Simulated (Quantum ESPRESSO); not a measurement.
Ti2BN: zone-centre phonons under several settings

```
Ti B N
1.0
     3.00945    0.00000    0.00000
    -1.50473    2.60626    0.00000
     0.00000    0.00000    5.82634
Ti B N
2 1 1
Direct
  0.00000 0.00000 0.25656
  0.00000 0.00000 0.74344
  0.00000 0.00000 0.50000
  0.00000 0.00000 0.00000
```

The cell was built by a generator and needn't be a form met in nature.

All runs used Quantum ESPRESSO 7.5; k mesh 6 × 6 × 2, shifted; given cell, atoms relaxed; no spin polarisation; occupations fermi-dirac, width 0.05 eV.

```tsv
level	potentials	cutoff (eV)	pressure (GPa)	lowest optical mode without the field (cm⁻¹)	highest optical mode without the field (cm⁻¹)
PBE	JTH 2.0 PBE	707	?	?	?
PBE	SSSP 1.3 efficiency PBE	816	109.3	768i	1678
PBE	PseudoDojo 0.4.1 SR PBE standard	1143	109.8	767i	1664
```

Question: What stands in the row left open?

Answer: Pressure 111.5 GPa; lowest optical mode without the field 772i cm⁻¹; highest optical mode without the field 1769 cm⁻¹.

Values marked i are imaginary: the cell is unstable against those modes at that level, or the meshes are too thin.

Caveats: all runs use coarse meshes; the mesh is thin for the phonons of a metal; some modes are imaginary; the cell is more than 3 GPa from zero pressure, which shifts response properties; a pressure of tens of GPa on the cell as given is suspect, and the run, the potentials or the cell itself is likely at fault.

For the row left open. Caveat: the k mesh is coarse (spacing up to 0.54 Å⁻¹), so the values aren't converged; the mesh is thin for the phonons of a metal; some modes are imaginary; the cell is more than 3 GPa from zero pressure, which shifts response properties; a pressure of tens of GPa on the cell as given is suspect, and the run, the potentials or the cell itself is likely at fault.
